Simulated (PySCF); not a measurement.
**C2H5GaO: electronic structure in real space**

Aim: take C2H5GaO and compute its lowest excited states.

The runs use PySCF 2.14.0; levels as typed in each script, gas phase, geometry from GFN2-xTB.

### Step 1. The system as given

9 atoms, charge 0, spin multiplicity 1.

Bond lengths: C1–C2 1.321 Å, C1–H5 1.079 Å, C1–H6 1.074 Å, C2–O3 1.356 Å, C2–H7 1.086 Å, O3–Ga4 1.722 Å, Ga4–H8 1.537 Å, Ga4–H9 1.555 Å. Angles: C2–C1–H5 120.7°, C2–C1–H6 121.2°, H5–C1–H6 118.1°, C1–C2–O3 124.8°, C1–C2–H7 122.1°, O3–C2–H7 113.1°, C2–O3–Ga4 153.8°, O3–Ga4–H8 108.1°, O3–Ga4–H9 125.1°, H8–Ga4–H9 126.8°.

As a file:

| atom | x (Å) | y (Å) | z (Å) |
| --- | --- | --- | --- |
| C1 | 2.5280 | 0.6072 | -0.0333 |
| C2 | 1.8300 | -0.5122 | 0.0352 |
| O3 | 0.4764 | -0.5829 | -0.0073 |
| Ga4 | -1.1080 | 0.0925 | 0.0019 |
| H5 | 2.0320 | 1.5616 | -0.1225 |
| H6 | 3.6015 | 0.5955 | -0.0014 |
| H7 | 2.3051 | -1.4840 | 0.1268 |
| H8 | -2.1139 | -1.0469 | -0.2246 |
| H9 | -1.4366 | 1.5982 | 0.2094 |

### Step 2. Excited states (PBE0/aug-cc-pvdz)

input.py reads:

```python
import numpy as np
from pyscf import gto, scf, dft, tdscf
from pyscf.scf import atom_ks, atom_hf
from scipy.linalg import block_diag

def solve(mol, dm0=None, hcore=None):
    mf = (dft.UKS if mol.spin else dft.RKS)(mol, xc='pbe0')
    mf.grids.level = 3
    mf = mf.density_fit(auxbasis='def2-universal-jkfit')
    mf.conv_tol, mf.max_cycle = 1e-8, 80
    if hcore is not None:
        mf.get_hcore = lambda *args: hcore
    mf.kernel(dm0)
    if not mf.converged:
        mf = mf.newton().run(mf.mo_coeff, mf.mo_occ, max_cycle=30)
    assert mf.converged, 'SCF not converged'
    return mf

mol = gto.M(atom='''
C      2.52805     0.60722    -0.03327
C      1.82999    -0.51219     0.03519
O      0.47642    -0.58295    -0.00732
Ga    -1.10799     0.09255     0.00192
H      2.03203     1.56165    -0.12245
H      3.60151     0.59546    -0.00145
H      2.30514    -1.48400     0.12676
H     -2.11393    -1.04692    -0.22464
H     -1.43659     1.59825     0.20945
''', basis='aug-cc-pvdz', charge=0, spin=0, verbose=4)
mf = solve(mol)
td = mf.TDDFT()
td.nstates, td.singlet, td.conv_tol = 4, True, 1e-5
td.kernel()
td.analyze()
x, y = np.array([p[0] for p in td.xy]), np.array([p[1] + 0 * p[0] for p in td.xy])
f, mu = td.oscillator_strength(), td.transition_dipole()
nto = [td.get_nto(state=i + 1, verbose=4) for i in range(len(td.e))]
# spherically averaged free atoms, for the promolecule
atm = atom_ks.get_atm_nrks(mol, xc='pbe0')
pro = block_diag(*[(atm[a[0]][2] * atm[a[0]][3]) @ atm[a[0]][2].T for a in mol._atom])
np.savez('result.npz', e=td.e, f=f, ok=td.converged, w=[n[0] for n in nto], nto=[n[1] for n in nto], x=x, y=y, c=mf.mo_coeff, occ=mf.mo_occ, eps=mf.mo_energy, pro=pro, mu=mu)
```

On the command line:

```bash
$ OMP_NUM_THREADS=1 python input.py
```

Log:

```text
[ENV] PYSCF_TMPDIR <dir>
[ENV] PYSCF_MAX_MEMORY 1375
[INPUT] verbose = 4
[INPUT] num. atoms = 9
[INPUT] num. electrons = 56
[INPUT] charge = 0
[INPUT] spin (= nelec alpha-beta = 2S) = 0
[INPUT] symmetry False subgroup None
[INPUT] Mole.unit = angstrom
[INPUT] Symbol           X                Y                Z      unit          X                Y                Z       unit  Magmom
[INPUT]  1 C      2.528050000000   0.607220000000  -0.033270000000 AA    4.777322129207   1.147479497358  -0.062871188164 Bohr   0.0
[INPUT]  2 C      1.829990000000  -0.512190000000   0.035190000000 AA    3.458179910693  -0.967898823741   0.066499462323 Bohr   0.0
[INPUT]  3 O      0.476420000000  -0.582950000000  -0.007320000000 AA    0.900303320265  -1.101615844315  -0.013832795232 Bohr   0.0
[INPUT]  4 Ga    -1.107990000000   0.092550000000   0.001920000000 AA   -2.093797648757   0.174894152828   0.003628274159 Bohr   0.0
[INPUT]  5 H      2.032030000000   1.561650000000  -0.122450000000 AA    3.839980176900   2.951090802427  -0.231396963953 Bohr   0.0
[INPUT]  6 H      3.601510000000   0.595460000000  -0.001450000000 AA    6.805867534882   1.125256318134  -0.002740102881 Bohr   0.0
[INPUT]  7 H      2.305140000000  -1.484000000000   0.126760000000 AA    4.356083278780  -2.804353568855   0.239541683550 Bohr   0.0
[INPUT]  8 H     -2.113930000000  -1.046920000000  -0.224640000000 AA   -3.994748746502  -1.978392074330  -0.424508076622 Bohr   0.0
[INPUT]  9 H     -1.436590000000   1.598250000000   0.209450000000 AA   -2.714761653289   3.020254778586   0.395803136790 Bohr   0.0

nuclear repulsion = 239.381548838066
number of shells = 58
number of NR pGTOs = 246
number of NR cGTOs = 150
basis = aug-cc-pvdz
ecp = {}

******** <class 'pyscf.df.df_jk.DFRKS'> ********
method = DFRKS
initial guess = minao
damping factor = 0
level_shift factor = 0
DIIS = <class 'pyscf.scf.diis.CDIIS'>
diis_start_cycle = 1
diis_space = 8
diis_damp = 0
SCF conv_tol = 1e-08
SCF conv_tol_grad = None
SCF max_cycles = 80
direct_scf = False
XC library pyscf.dft.libxc version 7.0.0
    S. Lehtola, C. Steigemann, M. J.T. Oliveira, and M. A.L. Marques.,  SoftwareX 7, 1–5 (2018)
XC functionals = pbe0
    C. Adamo and V. Barone.,  J. Chem. Phys. 110, 6158 (1999)
    M. Ernzerhof and G. E. Scuseria.,  J. Chem. Phys. 110, 5029 (1999)
radial grids:
    Treutler-Ahlrichs [JCP 102, 346 (1995); DOI:10.1063/1.469408] (M4) radial grids

becke partition: Becke, JCP 88, 2547 (1988); DOI:10.1063/1.454033
pruning grids: <function nwchem_prune at 0xe613f358f600>
grids dens level: 3
symmetrized grids: False
atomic radii adjust function: <function treutler_atomic_radii_adjust at 0xe613f35c8540>
small_rho_cutoff = 0
Set gradient conv threshold to 0.0001
Initial guess from minao.
tot grids = 112264
******** <class 'pyscf.df.df.DF'> ********
auxbasis = def2-universal-jkfit
init E= -2078.68707768712
  HOMO = -0.298535844898036  LUMO = -0.0789547589488242  gap/eV = 5.97511
cycle= 1 E= -2078.72080395447  delta_E= -0.0337  |g|= 0.693  |ddm|= 4.92
  HOMO = -0.154873511634958  LUMO = -0.0452845252918452  gap/eV = 2.98207
cycle= 2 E= -2078.46596726483  delta_E= 0.255  |g|=  1.3  |ddm|=  2.1
  HOMO = -0.249804587923268  LUMO = -0.0558827986945443  gap/eV = 5.27688
cycle= 3 E= -2078.81293229038  delta_E= -0.347  |g|= 0.161  |ddm|= 1.14
  HOMO = -0.252879336190523  LUMO = -0.0525004781133642  gap/eV = 5.45259
cycle= 4 E= -2078.81749921434  delta_E= -0.00457  |g|= 0.0792  |ddm|= 0.349
  HOMO = -0.248478816274979  LUMO = -0.0540791283645157  gap/eV = 5.28988
cycle= 5 E= -2078.81912503594  delta_E= -0.00163  |g|= 0.0151  |ddm|= 0.116
  HOMO = -0.248177575909808  LUMO = -0.054276322668029  gap/eV = 5.27632
cycle= 6 E= -2078.81917677443  delta_E= -5.17e-05  |g|= 0.00371  |ddm|= 0.041
  HOMO = -0.248787530156508  LUMO = -0.0540161370305166  gap/eV = 5.30000
cycle= 7 E= -2078.81918037311  delta_E= -3.6e-06  |g|= 0.000672  |ddm|= 0.00718
  HOMO = -0.248698195021025  LUMO = -0.0539546171939422  gap/eV = 5.29924
cycle= 8 E= -2078.81918048855  delta_E= -1.15e-07  |g|= 0.000175  |ddm|= 0.00235
  HOMO = -0.248723409324779  LUMO = -0.0539737003170879  gap/eV = 5.29941
cycle= 9 E= -2078.81918049615  delta_E= -7.61e-09  |g|= 3.89e-05  |ddm|= 0.000503
  HOMO = -0.248711168340273  LUMO = -0.0539739131978254  gap/eV = 5.29907
Extra cycle  E= -2078.81918049563  delta_E= 5.23e-10  |g|= 6.63e-05  |ddm|= 0.00012
converged SCF energy = -2078.81918049563

******** <class 'pyscf.tdscf.rks.TDDFT'> for <class 'pyscf.df.df_jk.DFRKS'> ********
nstates = 4 singlet
deg_eia_thresh = 1.000e-03
wfnsym = None
conv_tol = 1e-05
eigh lindep = 1e-12
eigh level_shift = 0
eigh max_cycle = 100

Excitation energies (eV)
[4.40831312 5.16504133 5.7487591  6.04057656]

** Singlet excitation energies and oscillator strengths **
Excited State   1:      4.40831 eV    281.25 nm  f=0.1047
      28 -> 29        0.70063
Excited State   2:      5.16504 eV    240.04 nm  f=0.0088
      27 -> 29        0.69986
Excited State   3:      5.74876 eV    215.67 nm  f=0.0063
      28 -> 30        0.64475
      28 -> 31       -0.24889
      28 -> 33        0.10843
Excited State   4:      6.04058 eV    205.25 nm  f=0.0159
      28 -> 30        0.19009
      28 -> 31        0.62020
      28 -> 33        0.25511

** Transition electric dipole moments (AU) **
state          X           Y           Z        Dip. S.      Osc.
  1         0.9701      0.1693     -0.0083      0.9698      0.1047
  2         0.2608      0.0294     -0.0204      0.0693      0.0088
  3         0.0493      0.0188      0.2057      0.0451      0.0063
  4         0.0704     -0.0920     -0.3070      0.1077      0.0159

** Transition velocity dipole moments (imaginary part, AU) **
state          X           Y           Z        Dip. S.      Osc.
  1         0.1556      0.0271     -0.0015      0.0249      0.1027
  2         0.0490      0.0056     -0.0040      0.0024      0.0086
  3         0.0105      0.0033      0.0399      0.0017      0.0054
  4         0.0155     -0.0207     -0.0687      0.0054      0.0162

** Transition magnetic dipole moments (imaginary part, AU) **
state          X           Y           Z
  1        -0.1765     -0.0245     -0.5002
  2         0.8422     -0.0464     -0.0999
  3        -0.1192      0.7804     -0.0146
  4         0.0219     -0.2330     -0.0273
State 1: 4.40831 eV  NTO largest component 0.9942738218919159
    occ-NTO: 0.994414 (MO #28)
    vir-NTO: 0.997643 (MO #29)
State 2: 5.16504 eV  NTO largest component 0.9967266753226229
    occ-NTO: 0.994335 (MO #27)
    vir-NTO: 0.996893 (MO #29)
State 3: 5.74876 eV  NTO largest component 0.9974699972549417
    occ-NTO: 0.999766 (MO #28)
    vir-NTO: 0.913143 (MO #30) + -0.352136 (MO #31)
State 4: 6.04058 eV  NTO largest component 0.9966702001517894
    occ-NTO: 0.999917 (MO #28)
    vir-NTO: 0.878468 (MO #31) + 0.361433 (MO #33)
Spherically averaged atomic KS for {'Ga', 'O', 'C', 'H'}

******** <class 'pyscf.scf.atom_ks.AtomSphAverageRKS'> ********
method = AtomSphAverageRKS
initial guess = vsap
damping factor = 0
level_shift factor = 0
diis_start_cycle = 1
diis_space = 12
SCF conv_tol = 1e-09
SCF conv_tol_grad = None
SCF max_cycles = 50
direct_scf = True
direct_scf_tol = 1e-13
XC library pyscf.dft.libxc version 7.0.0
    S. Lehtola, C. Steigemann, M. J.T. Oliveira, and M. A.L. Marques.,  SoftwareX 7, 1–5 (2018)
XC functionals = pbe0
    C. Adamo and V. Barone.,  J. Chem. Phys. 110, 6158 (1999)
    M. Ernzerhof and G. E. Scuseria.,  J. Chem. Phys. 110, 5029 (1999)
radial grids:
    Treutler-Ahlrichs [JCP 102, 346 (1995); DOI:10.1063/1.469408] (M4) radial grids

becke partition: Becke, JCP 88, 2547 (1988); DOI:10.1063/1.454033
pruning grids: <function nwchem_prune at 0xe613f358f600>
grids dens level: 3
symmetrized grids: False
atomic radii adjust function: <function treutler_atomic_radii_adjust at 0xe613f35c8540>
User specified grid scheme (100, 434)
small_rho_cutoff = 0
Set gradient conv threshold to 3.16228e-05
tot grids = 24752
init E= 201.787607387193
cycle= 1 E= 201.736537367632  delta_E= -0.0511  |g|=    0  |ddm|= 0.656
cycle= 2 E= 201.721894111361  delta_E= -0.0146  |g|=    0  |ddm|= 0.45
cycle= 3 E= 201.706814264875  delta_E= -0.0151  |g|=    0  |ddm|= 0.222
cycle= 4 E= 201.706417620032  delta_E= -0.000397  |g|=    0  |ddm|= 0.0686
cycle= 5 E= 201.706096070983  delta_E= -0.000322  |g|=    0  |ddm|= 0.0339
cycle= 6 E= 201.706085453523  delta_E= -1.06e-05  |g|=    0  |ddm|= 0.0111
cycle= 7 E= 201.706077088113  delta_E= -8.37e-06  |g|=    0  |ddm|= 0.00551
cycle= 8 E= 201.706076805647  delta_E= -2.82e-07  |g|=    0  |ddm|= 0.0018
cycle= 9 E= 201.7060765841  delta_E= -2.22e-07  |g|=    0  |ddm|= 0.000898
cycle= 10 E= 201.706076576593  delta_E= -7.51e-09  |g|=    0  |ddm|= 0.000293
cycle= 11 E= 201.706076570709  delta_E= -5.88e-09  |g|=    0  |ddm|= 0.000146
cycle= 12 E= 201.706076570419  delta_E= -2.9e-10  |g|=    0  |ddm|= 1.55e-05
Extra cycle  E= 201.706076570378  delta_E= -4.13e-11  |g|=    0  |ddm|= 2.17e-05
Atomic HF for atom  C  converged. SCF energy = 201.706076570378

******** <class 'pyscf.scf.atom_ks.AtomSphAverageRKS'> ********
method = AtomSphAverageRKS
initial guess = vsap
damping factor = 0
level_shift factor = 0
diis_start_cycle = 1
diis_space = 12
SCF conv_tol = 1e-09
SCF conv_tol_grad = None
SCF max_cycles = 50
direct_scf = True
direct_scf_tol = 1e-13
XC library pyscf.dft.libxc version 7.0.0
    S. Lehtola, C. Steigemann, M. J.T. Oliveira, and M. A.L. Marques.,  SoftwareX 7, 1–5 (2018)
XC functionals = pbe0
    C. Adamo and V. Barone.,  J. Chem. Phys. 110, 6158 (1999)
    M. Ernzerhof and G. E. Scuseria.,  J. Chem. Phys. 110, 5029 (1999)
radial grids:
    Treutler-Ahlrichs [JCP 102, 346 (1995); DOI:10.1063/1.469408] (M4) radial grids

becke partition: Becke, JCP 88, 2547 (1988); DOI:10.1063/1.454033
pruning grids: <function nwchem_prune at 0xe613f358f600>
grids dens level: 3
symmetrized grids: False
atomic radii adjust function: <function treutler_atomic_radii_adjust at 0xe613f35c8540>
User specified grid scheme (100, 434)
small_rho_cutoff = 0
Set gradient conv threshold to 3.16228e-05
tot grids = 24752
init E= 164.562747165692
cycle= 1 E= 164.561238344311  delta_E= -0.00151  |g|=    0  |ddm|= 0.113
cycle= 2 E= 164.561061930473  delta_E= -0.000176  |g|=    0  |ddm|= 0.0811
cycle= 3 E= 164.560048529629  delta_E= -0.00101  |g|=    0  |ddm|= 0.0407
cycle= 4 E= 164.560048186182  delta_E= -3.43e-07  |g|=    0  |ddm|= 0.00339
cycle= 5 E= 164.560046439208  delta_E= -1.75e-06  |g|=    0  |ddm|= 0.0017
cycle= 6 E= 164.560046438556  delta_E= -6.51e-10  |g|=    0  |ddm|= 0.000147
Extra cycle  E= 164.560046438017  delta_E= -5.4e-10  |g|=    0  |ddm|= 0.000135
Atomic HF for atom  O  converged. SCF energy = 164.560046438017

******** <class 'pyscf.scf.atom_ks.AtomSphAverageRKS'> ********
method = AtomSphAverageRKS
initial guess = vsap
damping factor = 0
level_shift factor = 0
diis_start_cycle = 1
diis_space = 12
SCF conv_tol = 1e-09
SCF conv_tol_grad = None
SCF max_cycles = 50
direct_scf = True
direct_scf_tol = 1e-13
XC library pyscf.dft.libxc version 7.0.0
    S. Lehtola, C. Steigemann, M. J.T. Oliveira, and M. A.L. Marques.,  SoftwareX 7, 1–5 (2018)
XC functionals = pbe0
    C. Adamo and V. Barone.,  J. Chem. Phys. 110, 6158 (1999)
    M. Ernzerhof and G. E. Scuseria.,  J. Chem. Phys. 110, 5029 (1999)
radial grids:
    Treutler-Ahlrichs [JCP 102, 346 (1995); DOI:10.1063/1.469408] (M4) radial grids

becke partition: Becke, JCP 88, 2547 (1988); DOI:10.1063/1.454033
pruning grids: <function nwchem_prune at 0xe613f358f600>
grids dens level: 3
symmetrized grids: False
atomic radii adjust function: <function treutler_atomic_radii_adjust at 0xe613f35c8540>
User specified grid scheme (100, 434)
small_rho_cutoff = 0
Set gradient conv threshold to 3.16228e-05
tot grids = 23144
init E= -1685.08131871739
cycle= 1 E= -1685.10124909045  delta_E= -0.0199  |g|=    0  |ddm|= 0.404
cycle= 2 E= -1685.10508451817  delta_E= -0.00384  |g|=    0  |ddm|= 0.281
cycle= 3 E= -1685.10700355013  delta_E= -0.00192  |g|=    0  |ddm|= 0.143
cycle= 4 E= -1685.10717757039  delta_E= -0.000174  |g|=    0  |ddm|= 0.0637
cycle= 5 E= -1685.10726832406  delta_E= -9.08e-05  |g|=    0  |ddm|= 0.0314
cycle= 6 E= -1685.10727516904  delta_E= -6.84e-06  |g|=    0  |ddm|= 0.0125
cycle= 7 E= -1685.10727869654  delta_E= -3.53e-06  |g|=    0  |ddm|= 0.00622
cycle= 8 E= -1685.10727896465  delta_E= -2.68e-07  |g|=    0  |ddm|= 0.00246
cycle= 9 E= -1685.1072791025  delta_E= -1.38e-07  |g|=    0  |ddm|= 0.00123
cycle= 10 E= -1685.10727911299  delta_E= -1.05e-08  |g|=    0  |ddm|= 0.000487
cycle= 11 E= -1685.10727911838  delta_E= -5.39e-09  |g|=    0  |ddm|= 0.000244
cycle= 12 E= -1685.10727911896  delta_E= -5.78e-10  |g|=    0  |ddm|= 4.03e-05
Extra cycle  E= -1685.107279119  delta_E= -4.5e-11  |g|=    0  |ddm|= 3.17e-05
Atomic HF for atom  Ga  converged. SCF energy = -1685.107279119

******** <class 'pyscf.scf.atom_ks.AtomSphAverageRKS'> ********
method = AtomSphAverageRKS
initial guess = vsap
damping factor = 0
level_shift factor = 0
diis_start_cycle = 1
diis_space = 12
SCF conv_tol = 1e-09
SCF conv_tol_grad = None
SCF max_cycles = 50
direct_scf = True
direct_scf_tol = 1e-13
XC library pyscf.dft.libxc version 7.0.0
    S. Lehtola, C. Steigemann, M. J.T. Oliveira, and M. A.L. Marques.,  SoftwareX 7, 1–5 (2018)
XC functionals = pbe0
    C. Adamo and V. Barone.,  J. Chem. Phys. 110, 6158 (1999)
    M. Ernzerhof and G. E. Scuseria.,  J. Chem. Phys. 110, 5029 (1999)
radial grids:
    Treutler-Ahlrichs [JCP 102, 346 (1995); DOI:10.1063/1.469408] (M4) radial grids

becke partition: Becke, JCP 88, 2547 (1988); DOI:10.1063/1.454033
pruning grids: <function nwchem_prune at 0xe613f358f600>
grids dens level: 3
symmetrized grids: False
atomic radii adjust function: <function treutler_atomic_radii_adjust at 0xe613f35c8540>
User specified grid scheme (100, 434)
small_rho_cutoff = 0
Set gradient conv threshold to 3.16228e-05
tot grids = 26240
init E= 238.965608553713
cycle= 1 E= 238.946345435569  delta_E= -0.0193  |g|=    0  |ddm|= 0.303
cycle= 2 E= 238.946071291709  delta_E= -0.000274  |g|=    0  |ddm|= 0.0341
cycle= 3 E= 238.946067971886  delta_E= -3.32e-06  |g|=    0  |ddm|= 0.00388
cycle= 4 E= 238.946067933035  delta_E= -3.89e-08  |g|=    0  |ddm|= 0.000402
cycle= 5 E= 238.94606793258  delta_E= -4.55e-10  |g|=    0  |ddm|= 4.49e-05
Extra cycle  E= 238.946067932575  delta_E= -5.31e-12  |g|=    0  |ddm|= 4.71e-06
Atomic HF for atom  H  converged. SCF energy = 238.946067932575
```

Wall time 13 min (1 thread of Arm Neoverse V1, shared host); peak memory 0.84 GiB.

The free atoms at the end serve only for the promolecule density; their printed energies are not used.

### Step 3. Post-processing

Full linear response singlet states:

| state | energy (eV) | f | leading pair's weight |
| --- | --- | --- | --- |
| S1 | 4.41 | 0.105 | 0.99 |
| S2 | 5.17 | 0.009 | 1.00 |
| S3 | 5.75 | 0.006 | 1.00 |
| S4 | 6.04 | 0.016 | 1.00 |

Natural transition orbitals.

By state:
- S₁: 4.41 eV (281 nm), f = 0.105 (bright), charge transfer; the leading pair carries 99 %; hole on C1 (38 %), C2 (23 %) and O3 (23 %), electron on Ga4 (71 %), H9 (8 %) and H8 (6 %); their centroids lie 2.7 Å apart.
- S₂: 5.17 eV (240 nm), f = 0.009; the leading pair carries 100 %; hole on O3 (37 %), Ga4 (19 %) and H9 (17 %), electron on Ga4 (71 %), H9 (7 %) and H8 (6 %); their centroids lie 0.7 Å apart.
- S₃: 5.75 eV (216 nm), f = 0.006, spatially extended orbital; the leading pair carries 100 %; hole on C1 (39 %), C2 (24 %) and O3 (22 %), electron on Ga4 (40 %), C2 (11 %) and C1 (10 %); their centroids lie 1.1 Å apart.

S₁ at 4.41 eV (f = 0.105).

Unrelaxed difference density.

0.85 e is displaced in all, of which about 0.8 e passes between atoms: C1 (0.35 e) and C2 (0.20 e) lose electrons and Ga4 (0.65 e) and H9 (0.07 e) gain them. The state: 4.41 eV (281 nm), f = 0.105 (bright), charge transfer; the leading pair carries 99 %; hole on C1 (38 %), C2 (23 %) and O3 (23 %), electron on Ga4 (71 %), H9 (8 %) and H8 (6 %); their centroids lie 2.7 Å apart.

### Step 4. Results

```
                                    quantity    value
lowest singlet excitation (PBE0/aug-cc-pvdz)  4.41 eV
```

**Reading.** All values hold at the given geometry, in the gas phase.
